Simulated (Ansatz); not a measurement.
The system is Ba2Tl5V3O12.

```
Ba V Tl O
1.0
     6.49009   -6.67692    0.00000
     6.49009    6.67692    0.00000
    -2.00957    0.00000    5.73760
Ba V Tl O
2 3 5 12
Direct
  0.47917 0.52083 0.00000
  0.79264 0.20736 0.00000
  0.65694 0.94605 0.25735
  0.05395 0.34306 0.74265
  0.57442 0.42558 0.50000
  0.49835 0.85629 0.63726
  0.14371 0.50165 0.36274
  0.01508 0.98492 0.50000
  0.30964 0.12677 0.21892
  0.87323 0.69036 0.78108
  0.00390 0.26325 0.44275
  0.59719 0.60676 0.67706
  0.91333 0.42820 0.84635
  0.52536 0.79943 0.20594
  0.68766 0.41628 0.31356
  0.09251 0.20316 0.88601
  0.58372 0.31234 0.68644
  0.79684 0.90749 0.11399
  0.57180 0.08667 0.15365
  0.20057 0.47464 0.79406
  0.73675 0.99610 0.55725
  0.39324 0.40281 0.32294
```

The cell was built by a generator and needn't be a form met in nature.

| Item | Value |
| --- | --- |
| Program | Ansatz 0.2.0 |
| Task | relaxation of cell and atoms |
| Functional | PBE |
| Dispersion | D4 |
| Potentials or basis | Ansatz PAW |
| Cutoff | 420 eV (not typed: the program's choice for these potentials) |
| k mesh | 2 × 2 × 4 |
| Occupations | fermi-dirac, width 0.05 eV |
| Spin | collinear spin, ferromagnetic start |
| Starting moments | [0.0, 0.0, 2.0, 2.0, 2.0, 0.0, 0.0, 0.0, 0.0, 0.0, 0.0, 0.0, 0.0, 0.0, 0.0, 0.0, 0.0, 0.0, 0.0, 0.0, 0.0, 0.0] μB |

At the start: volume 22.60 Å³/atom.

Question: How do energy, volume and symmetry change on relaxing?

Answer: It ends after 11 steps and the volume is 21.35 Å³/atom (-5.5 %); space group C2 (No. 5, to 0.05 Å); moment 0.00 μB per cell.

Step by step:
| step | energy change (eV) | largest force (eV/Å) | volume (Å³) |
| --- | --- | --- | --- |
| 1 | 0.0000 | 0.0634 | 497.26 |
| 2 | -0.1118 | 0.0902 | 480.03 |
| 3 | -0.1348 | 0.0878 | 474.15 |
| 4 | -0.1409 | 0.0288 | 472.48 |
| 5 | -0.1418 | 0.0212 | 472.16 |
| 6 | -0.1418 | 0.0088 | 472.22 |
| 7 | -0.1058 | 0.0089 | 472.22 |
| 8 | -0.1118 | 0.0250 | 469.75 |
| 9 | -0.1121 | 0.0126 | 469.68 |
| 10 | -0.1121 | 0.0049 | 469.71 |
| 11 | -0.1074 | 0.0049 | 469.71 |

Final structure:
```
Ba V Tl O
1.0
     6.37560   -6.47838   -0.02246
     6.37560    6.47838   -0.02246
    -1.99398    0.00000    5.69314
Ba V Tl O
2 3 5 12
Direct
  0.47807 0.52193 0.00000
  0.79505 0.20495 0.00000
  0.65903 0.94528 0.26938
  0.05472 0.34097 0.73062
  0.57393 0.42607 0.50000
  0.48616 0.86164 0.64792
  0.13836 0.51384 0.35208
  0.02646 0.97354 0.50000
  0.30116 0.11924 0.22101
  0.88076 0.69884 0.77899
  0.00867 0.25725 0.42940
  0.59449 0.61105 0.67953
  0.90703 0.42241 0.83156
  0.51704 0.80373 0.21573
  0.69178 0.41979 0.31599
  0.10153 0.20002 0.87812
  0.58021 0.30822 0.68401
  0.79998 0.89847 0.12188
  0.57759 0.09297 0.16844
  0.19627 0.48296 0.78427
  0.74275 0.99133 0.57060
  0.38895 0.40551 0.32047
```

Caveat: the plane-wave basis is chosen anew once the cell has moved, so the energies of steps on either side of that aren't comparable; the pressure holds a Pulay correction of +0.3 GPa for the finite cutoff; the starting moments weren't kept.
